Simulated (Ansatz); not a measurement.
# W (Tungsten): the cost of one run

Method: DFT PBEsol, scalar-relativistic, plane waves, PAW, in Ansatz 0.2.0.

That is the level of the relaxation; later steps name their own.

1 further run of the same task is left out (set aside as unsound or not needed).

## 1. Starting point

Symmetry: Im-3m, No. 229, cubic system. The conventional cell has a = 3.154 Å, b = 3.154 Å, c = 3.154 Å, α = 90.00°, β = 90.00°, γ = 90.00°. W (site symmetry m-3m) has 8 W at 2.73 Å as nearest neighbours.

Structure file:

```xyz
1
Lattice="-1.5772 1.5772 1.5772 1.5772 -1.5772 1.5772 1.5772 1.5772 -1.5772" Properties=species:S:1:pos:R:3 pbc="T T T"
W     0.0000    0.0000    0.0000
```

It is the result of an earlier relaxation at this level (volume 15.69 Å³/atom; gap on the mesh: none (metal)).

## 2. The run at PBEsol

The input, input.yaml:

```yaml
crystal:
  lattice:
    - [-1.5771737541, 1.5771737541, 1.5771737541]
    - [1.5771737541, -1.5771737541, 1.5771737541]
    - [1.5771737541, 1.5771737541, -1.5771737541]
  atoms:
    - { symbol: W, position: [0.0, 0.0, 0.0] }
basis:
  ecutwfc: 420
kpoints:
  mp_grid: { grid: [18, 18, 18] }
  band_path:
    path:
      - [0.0, 0.0, 0.0]
      - [0.5, -0.5, 0.5]
      - [0.0, 0.0, 0.5]
      - [0.25, 0.25, 0.25]
    npoints: 1
hamiltonian:
  xc: pbesol
scf:
  occupations: { method: gaussian, width: 0.1 }
  n_extra_bands: 4
output:
  forces: true
  stress: true
  eigenvalues: true
```

The run is started by

```sh
ansatz run input.yaml --threads 1 --pin off --max-ram 2560MiB --backend cpu --events-out ev --progress --plain --runs-dir out
```

**Question.** How long does this run take on 1 thread of Arm Neoverse N1, shared host, and how much memory does it need?

About 4.6 s, with a peak of 0.29 GiB.
